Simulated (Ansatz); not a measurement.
# CHGe+ (triplet): the correlation ladder, cc-pVDZ

One table from this session's results is given with a row withheld; the runs are named, their logs left out.

Computed with Ansatz 0.2.0, Gaussian basis. Level: cc-pVDZ, core rule «outside noble gas», up to 15 orbitals frozen.

To be run: UHF; CCSD(T) on ROHF; CCSD(T) on UHF; BCCD(T) on ROHF; CISD; CCSDT(Q) on ROHF; CCSDT(Q) on UHF; CASSCF and MRCISD+Q, 8 electrons in 9 orbitals; CASSCF and NEVPT2, 8 electrons in 9 orbitals.

21 further runs of the same task are left out: 9 that didn't finish, 12 set aside as unsound or not needed.

**What is computed**

The geometry is a PBE0/def2-TZVP stationary point (not a proven minimum) of the parent state, kept for this charge and spin. No spin-orbit coupling is included. The filled d shell of Ge may be among the frozen orbitals whatever the setting's name suggests; the logs give the count.

3 atoms, charge 1, spin multiplicity 3.

Atoms are counted from 1 here; the program's logs count them from 0.

Bond lengths: Ge1–C2 1.987 Å, C2–H3 1.097 Å. Angles: Ge1–C2–H3 132.1°.

The first run:

in.yaml reads:

```yaml
crystal:
  periodic: [false, false, false]
  atoms:
    - {symbol: Ge, position_ang: [0.000000, 0.014036, 0.310508]}
    - {symbol: C, position_ang: [0.000000, -0.136900, -1.670999]}
    - {symbol: H, position_ang: [0.000000, 0.619772, -2.465821]}
basis:
  gaussian: {orbitals: cc-pVDZ}
total_charge: 1
magnetization: {spin_polarized: true, initial_magnetization: 2}
hamiltonian: {xc: hf}
output: {orbitals: {seedname: orbitals}}
```

Started as:

```sh
> ansatz run in.yaml --threads 1 --pin off --events-out ev --progress --plain --max-ram 2393MiB
```

Among the steps run: UHF; CCSD(T) on ROHF; CCSD(T) on UHF; BCCD(T) on ROHF; CISD; CCSDT(Q) on ROHF; CCSDT(Q) on UHF; CASSCF and MRCISD+Q, 8 electrons in 9 orbitals; CASSCF and NEVPT2, 8 electrons in 9 orbitals.

One table of the session follows, with a row left open; its other results are not shown here.

| method | from UCCSDT(Q) (meV) |
| --- | --- |
| ROHF | +4966.0 |
| UHF | +4748.3 |
| RMP2 | +1130.3 |
| UMP2 | +1139.4 |
| CISD | +498.9 |
| RCCSD | +208.8 |
| UCCSD | +205.0 |
| RCCSD(T) | +55.6 |
| UCCSD(T) | +56.0 |
| BCCD(T) | +55.0 |
| RCCSDT | +13.6 |
| UCCSDT | ? |
| RCCSDT(Q) | +2.4 |
| UCCSDT(Q) | 0 |
| CASSCF valence | +2688.2 |
| NEVPT2 valence | +603.3 |
| MRCISD valence | +130.4 |
| MRCISD+Q valence | +5.4 |

**Question.** Estimate the row for UCCSDT.

As computed: from UCCSDT(Q) (meV): +12.4. In the column «from UCCSDT(Q) (meV)» it lies between MRCISD+Q valence (+5.4) and RCCSDT (+13.6).

Among the levels timed on like hardware and quicker than the yardstick, those that no quicker one beats, quickest first: CISD (1.7 s, +498.9 meV); BCCD(T) (3.3 s, +55.0 meV); MRCISD+Q valence (6 s, +5.4 meV).

Limits of these values: Of the multireference levels listed MRCISD+Q valence comes nearest in total energy (+5.4 meV), which doesn't show that its space is the better one. Restricted and unrestricted rows rest on different reference determinants; where their highest levels disagree by more than a few hundredths of an eV, they describe different states and don't form one ladder.
